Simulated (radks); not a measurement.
**Pr²⁹⁺ in [Ne] 3s2 3p5 3d10 4s2 4p1: an all-electron calculation**

What are the levels of the praseodymium ion Pr29+, how large are its shells, and how does its energy divide?

The numbers are computed with radks (a radial shooting solver on a logarithmic mesh, Libxc functionals) version 1 (scalar-relativistic Kohn-Sham, PBE, spin-polarised, spherical densities, point nucleus; open shells are filled with parallel spins first), except any that are marked as measured or tabulated.

## Step 1: Starting point

| Quantity | Value |
| --- | --- |
| element | praseodymium (Z = 59) |
| charge | +29 |
| electrons | 30 |
| configuration | [Ne] 3s2 3p5 3d10 4s2 4p1 |

Outer shells as boxes (Hund's rule):

Pr²⁹⁺
```
[Ne] core
3s [↑↓]
3p [↑↓][↑↓][↑ ]
3d [↑↓][↑↓][↑↓][↑↓][↑↓]
4s [↑↓]
4p [↑ ][  ][  ]
```

## Step 2: Self-consistent calculation

Settings of this run:

```text
Z 59
configuration [Ne] 3s2 3p5 3d10 4s2 4p1
relativity scalar-relativistic
functional pbe,pbe
spin polarised
nucleus point
c 137.035999084
```

The run is started by

```
$ python run_ks.py task.json out
```

All runs below come from this command, one after another.

**Question.** What will this run give?

**Answer**, as computed:

| quantity | value |
| --- | --- |
| total energy | -8761.9974 hartree |
| exchange-correlation share of it | 2.03 % |
| −T/E | 1.0651 |
| highest occupied level | 4p up, -1043.6 eV |
| most extended occupied level | 4p up, <r> = 0.557 bohr |
| radius at density 0.001 e/bohr³ | 1.26 bohr |
| maxima of the radial density | 3 |

The radial density shows 3 maxima for 4 occupied principal shells; where shells overlap, one shows as a shoulder or not at all. −T/E is 1.065: with relativity the kinetic term as defined here no longer equals −E. This is not the tabulated ground configuration, so its levels and sizes aren't those of the ground state, and no measured value stands beside it.
